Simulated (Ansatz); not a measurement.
# Ni: a trial structure relaxed

Where does Ni go from the start given, alpha-boron type (R-3m, No. 166)?

Method: DFT PBEsol, scalar-relativistic, plane waves, PAW, in Ansatz 0.2.0.

## 1. The starting structure

It takes space group R-3m (No. 166, trigonal). The conventional cell has a = 5.680 Å, b = 5.680 Å, c = 14.531 Å, α = 90.00°, β = 90.00°, γ = 120.00°. Around Ni (site symmetry m) lie 6 Ni at 1.93 to 2.09 Å. Around Ni (site symmetry m) lie 7 Ni at 2.06 to 2.33 Å.

Coordinates:

```cif
data_structure
_symmetry_space_group_name_H-M 'R-3m:H'
_symmetry_Int_Tables_number 166
_cell_length_a 5.6804
_cell_length_b 5.6804
_cell_length_c 14.5310
_cell_angle_alpha 90.000
_cell_angle_beta 90.000
_cell_angle_gamma 120.000
_cell_volume 406.05
loop_
_atom_site_label
_atom_site_type_symbol
_atom_site_symmetry_multiplicity
_atom_site_Wyckoff_symbol
_atom_site_fract_x
_atom_site_fract_y
_atom_site_fract_z
_atom_site_occupancy
Ni1 Ni 18 h 0.78553 0.21447 0.22466 1
Ni2 Ni 18 h 0.19686 0.80314 0.02432 1
```

(A quick probe on a coarse mesh, which set the mesh and smearing, is not shown.)

## 3. A loose first relaxation

The input, input.yaml:

```yaml
crystal:
  lattice:
    - [2.840191152, 1.6397851262, 4.8436681309]
    - [-2.840191152, 1.6397851262, 4.8436681309]
    - [0.0, -3.2795702522, 4.8436681309]
  atoms:
    - { symbol: Ni, position: [0.01019, 0.65361, 0.01019], spin: 0.73 }
    - { symbol: Ni, position: [0.01019, 0.01019, 0.65361], spin: 0.73 }
    - { symbol: Ni, position: [0.65361, 0.01019, 0.01019], spin: 0.73 }
    - { symbol: Ni, position: [0.98981, 0.34639, 0.98981], spin: 0.73 }
    - { symbol: Ni, position: [0.34639, 0.98981, 0.98981], spin: 0.73 }
    - { symbol: Ni, position: [0.98981, 0.98981, 0.34639], spin: 0.73 }
    - { symbol: Ni, position: [0.22118, 0.6306, 0.22118], spin: 0.71 }
    - { symbol: Ni, position: [0.22118, 0.22118, 0.6306], spin: 0.71 }
    - { symbol: Ni, position: [0.6306, 0.22118, 0.22118], spin: 0.71 }
    - { symbol: Ni, position: [0.77882, 0.3694, 0.77882], spin: 0.71 }
    - { symbol: Ni, position: [0.3694, 0.77882, 0.77882], spin: 0.71 }
    - { symbol: Ni, position: [0.77882, 0.77882, 0.3694], spin: 0.71 }
basis:
  ecutwfc: 420
kpoints:
  mp_grid: { grid: [6, 6, 6] }
hamiltonian:
  xc: pbesol
scf:
  occupations: { method: gaussian, width: 0.1 }
  lower_state_search: "off"
output:
  forces: true
  stress: true
  eigenvalues: true
  populations: true
magnetization:
  spin_polarized: true
relax:
  adjacent_minimum: "off"
  f_tol: 0.04
  max_steps: 70
  cell: { stress_tol: 0.4 }
```

The session goes on with these runs: relaxing cell and atoms.

What does the calculation give?

The runs gave:

```
           quantity                                                                        value
cell (conventional)  a = 5.629 Å, b = 5.629 Å, c = 17.395 Å, α = 90.00°, β = 90.00°, γ = 120.00°
        space group                                                               R-3m (No. 166)
             volume                                                                13.26 Å³/atom
    gap on the mesh                                                                 none (metal)
     largest moment                                                                      0.74 μB
```

The space group stayed R-3m, and from the first guess the volume went from 11.28 to 13.26 Å³/atom.
